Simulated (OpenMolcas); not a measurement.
**FNO-MP2/3-21G (RICD fitting, virtual fraction 0.4) run of C2Cl4F2 (1,1,1,2-Tetrachloro-2,2-difluoroethane)**

Aim: the energy change on altering one bond length of C2Cl4F2 (1,1,1,2-Tetrachloro-2,2-difluoroethane) at FNO-MP2/3-21G (RICD fitting, virtual fraction 0.4), from 2 runs. 

Program for the calculation: OpenMolcas 26.06.

## (1) The system as given

The species is C2Cl4F2 (8 atoms), meant as a singlet with charge 0. As SMILES, `FC(F)(Cl)C(Cl)(Cl)Cl`. The shape is that of a GFN2-xTB optimisation.

Bond lengths: F1–C2 1.338 Å, C2–F3 1.338 Å, C2–Cl4 1.776 Å, C2–C5 1.538 Å, C5–Cl6 1.774 Å, C5–Cl7 1.767 Å, C5–Cl8 1.767 Å. Some angles: F1–C2–F3 106.4°, F1–C2–Cl4 109.1°, F1–C2–C5 110.7°, F3–C2–Cl4 109.1°, F3–C2–C5 110.7°, Cl4–C2–C5 110.8°, C2–C5–Cl6 108.8°, C2–C5–Cl7 108.9°, C2–C5–Cl8 108.8°, Cl6–C5–Cl7 110.0°.

## (2) The energy at FNO-MP2/3-21G (RICD fitting, virtual fraction 0.4)

job.inp reads:

```
* C2Cl4F2 FNO-MP2

&GATEWAY
  BASLIB
  $CurrDir
  COORD
  8
  bohr
  F      3.30086021    -0.67482120     0.33160914
  C      1.16658463    -0.13764765    -0.91349361
  F      1.61598040     1.97979047    -2.22056048
  Cl     0.48951466    -2.62813661    -3.05767136
  C     -1.03445498     0.25171152     0.94429614
  Cl    -0.25261859     2.75452149     3.03291594
  Cl    -3.78345847     1.02449612    -0.78591820
  Cl    -1.50240786    -2.56993304     2.66880351
  BASIS
  3-21G
  GROUP
  NoSym
  RICD

&SEWARD

&SCF
  PRORBITALS
  1 1

&MBPT2
  FNOMP2
  0.4
  DOMP2
  FROZEN
  24
```

The basis set 3-21G is read from a file made from the Basis Set Exchange's data (not shown).

Started as:

```sh
$ export MOLCAS_MEM=1860
$ pymolcas job.inp > job.log
```

Log:

```text
--- Start Module: gateway ---
[...]
--- Stop Module: gateway /rc=_RC_ALL_IS_WELL_ ---
[...]
      Basis functions           88
[...]
--- Start Module: scf ---
[...]
       Convergence after  11 Iterations
[...]
::    Total SCF energy                              -2102.2230703790
[...]
      Total spin, S                                     0.0000000000
[...]
      Total electronic charge=   98.000000
      Total            charge=   -0.000000
[...]
      Dipole Moment (debye):
      Origin of the operator (angstrom)=   -0.2138   -0.0615    0.0772
                   X= -5.7819E-01               Y= -1.7839E-01               Z=  1.9390E-01           Total=  6.3539E-01
      Quadrupole Moment (debye*angstrom):
[...]
--- Stop Module: scf /rc=_RC_ALL_IS_WELL_ ---
[...]
--- Start Module: mbpt2 ---
[...]
WARNING!
Default frozen orbitals as non valence orbitals is overwritten by user input.
Default values:  24
[...]
       Reference weight ( Cref**2 )         =        0.88825
::    Total MBPT2 energy                            -2102.5716724699
[...]
--- Stop Module: mbpt2 /rc=_RC_ALL_IS_WELL_ ---
[...]
```

It took 3.6 s on 1 thread of Arm Neoverse V1, shared host; peak memory 0.093 GiB.

## (3) The distorted shape, same level

job.input reads:

```
&GATEWAY
  BasLib = $CurrDir
  Coord
  8
  bohr
  F      7.42437112    -1.83399999     2.92693443
  C      5.29009553    -1.29682644     1.68183168
  F      5.73949130     0.82061168     0.37476482
  Cl     4.61302556    -3.78731540    -0.46234606
  C      3.08905593    -0.90746727     3.53962144
  Cl     3.87089232     1.59534270     5.62824124
  Cl    -3.78345847     1.02449612    -0.78591820
  Cl     2.62110305    -3.72911184     5.26412881
  Basis = 3-21G
  Group = NoSym
  RICD

&SEWARD

&SCF
  PrOrbitals = 1 1

&MBPT2
  FNOMP2 = 0.4
  DoMP2
  Frozen = 24
```

The basis set 3-21G is read from a file made from the Basis Set Exchange's data (not shown).

Started as:

```sh
$ export MOLCAS_MEM=1860
$ pymolcas job.input > job.log
```

Log:

```text
--- Start Module: gateway ---
[...]
--- Stop Module: gateway /rc=_RC_ALL_IS_WELL_ ---
[...]
      Basis functions           88
[...]
--- Start Module: scf ---
[...]
       Convergence after  28 Iterations
[...]
::    Total SCF energy                              -2101.9940006310
[...]
      Total spin, S                                     0.0000000000
[...]
      Total electronic charge=   98.000000
      Total            charge=   -0.000000
[...]
      Dipole Moment (debye):
      Origin of the operator (angstrom)=    1.5903   -0.5687    1.2127
                   X=  5.3464E+00               Y= -2.0377E+00               Z=  4.4208E+00           Total=  7.2305E+00
      Quadrupole Moment (debye*angstrom):
[...]
--- Stop Module: scf /rc=_RC_ALL_IS_WELL_ ---
[...]
--- Start Module: mbpt2 ---
[...]
WARNING!
Default frozen orbitals as non valence orbitals is overwritten by user input.
Default values:  24
[...]
       Reference weight ( Cref**2 )         =        0.67358
::    Total MBPT2 energy                            -2102.4253100138
[...]
--- Stop Module: mbpt2 /rc=_RC_ALL_IS_WELL_ ---
[...]
```

Wall time 6 s (1 thread of Arm Neoverse V1, shared host); peak memory 0.093 GiB.

## (4) Outcome

Level: FNO-MP2/3-21G (RICD fitting, virtual fraction 0.4), 24 core orbitals frozen.

| quantity | value |
| --- | --- |
| first shape: total energy | -2102.57167 Eh |
| first shape: dipole moment (mean-field density) | 0.64 D |
| first shape: HOMO energy (Hartree–Fock orbitals) | -13.05 eV |
| first shape: LUMO energy (Hartree–Fock orbitals) | 2.83 eV |
| first shape: HOMO–LUMO gap (Hartree–Fock orbitals) | 15.88 eV |
| first shape: correlation energy (24 core orbitals frozen) | -348.6 mEh |
| distorted shape: total energy | -2102.42531 Eh |
| distorted shape: dipole moment (mean-field density) | 7.23 D |
| distorted shape: HOMO energy (Hartree–Fock orbitals) | -8.83 eV |
| distorted shape: LUMO energy (Hartree–Fock orbitals) | -5.20 eV |
| distorted shape: HOMO–LUMO gap (Hartree–Fock orbitals) | 3.63 eV |
| distorted shape: correlation energy (24 core orbitals frozen) | -431.3 mEh |
| energy change with the C5–Cl7 bond stretched from 1.767 to 4.417 Å | 3.983 eV |

What this shows: One bond (distorted shape) is far stretched, which a spin-restricted single reference describes badly; perturbation theory on it can break down and give far too much correlation. With the C5–Cl7 bond stretched from 1.767 to 4.417 Å the energy rises by 3.98 eV (384 kJ/mol). The first shape isn't relaxed at this level, so the change isn't measured from a minimum. A restricted reference can't describe the breaking bond well at this length. Mulliken charges (distorted shape) of the mean-field density run from -0.39 on C5 to +0.58 on C2.
